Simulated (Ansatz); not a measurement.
**CH5BSTe: basis-set convergence**

Aim: see how fast density functionals converge with the basis set for CH5BSTe.

Method: one geometry, several basis sets; program: Ansatz 0.2.0, Gaussian basis.

The runs, in order: PBE0-D4/def2-SVP; ωB97M-V/def2-SVP; PBE0-D4/def2-QZVPP; ωB97M-V/def2-QZVPP; the functionals' def2-TZVPP values are taken from earlier runs.

### Step 1. The geometry

All runs share one geometry, relaxed beforehand with PBE0-D4 in a triple-zeta def2 set. Te takes the def2 core potential; no spin-orbit term is included.

SMILES `CSB[TeH]`, 9 atoms, charge 0, spin multiplicity 1.

Atoms are counted from 1 here; the program's logs count them from 0.

Bond lengths: C1–S2 1.812 Å, C1–H5 1.088 Å, C1–H6 1.088 Å, C1–H7 1.090 Å, S2–B3 1.763 Å, B3–Te4 2.131 Å, B3–H8 1.193 Å, Te4–H9 1.659 Å. Angles: S2–C1–H5 110.4°, S2–C1–H6 110.4°, S2–C1–H7 107.2°, H5–C1–H6 110.2°, H5–C1–H7 109.3°, H6–C1–H7 109.3°, C1–S2–B3 103.7°, S2–B3–Te4 122.2°, S2–B3–H8 121.7°, Te4–B3–H8 116.1°, B3–Te4–H9 95.4°.

### Step 2. PBE0-D4 in def2-SVP

File in.yaml:

```yaml
crystal:
  periodic: [false, false, false]
  atoms:
    - {symbol: C, position_ang: [-0.237811, 0.666108, -1.563159]}
    - {symbol: S, position_ang: [0.352632, 0.800513, 0.145073]}
    - {symbol: B, position_ang: [-0.009227, -0.780670, 0.836100]}
    - {symbol: Te, position_ang: [0.451008, -1.268599, 2.858919]}
    - {symbol: H, position_ang: [0.297014, -0.122606, -2.089023]}
    - {symbol: H, position_ang: [-1.308322, 0.470266, -1.580717]}
    - {symbol: H, position_ang: [-0.038620, 1.621416, -2.048287]}
    - {symbol: H, position_ang: [-0.528793, -1.640767, 0.193826]}
    - {symbol: H, position_ang: [1.110620, 0.208136, 3.230166]}
basis:
  gaussian: {orbitals: def2-SVP}
hamiltonian: {xc: pbe0, dispersion: d4}
output: {orbitals: {seedname: orbitals}}
```

The runs that follow: ωB97M-V in def2-SVP; PBE0-D4 in def2-QZVPP; ωB97M-V in def2-QZVPP.

Before running them: what should the planned runs give, taken together? Wanted: PBE0-D4: double and triple zeta above quadruple; ωB97M-V: double and triple zeta above quadruple.

The runs gave:

```
                                       quantity          value
PBE0-D4: double and triple zeta above quadruple  6.48, 0.48 eV
ωB97M-V: double and triple zeta above quadruple  6.60, 0.46 eV
```

In words: For PBE0-D4 the step from double to triple zeta gains 6.00 eV and the next only 0.48 eV. These are total energies; as a rule much of such shifts cancels in differences, which this series doesn't test.
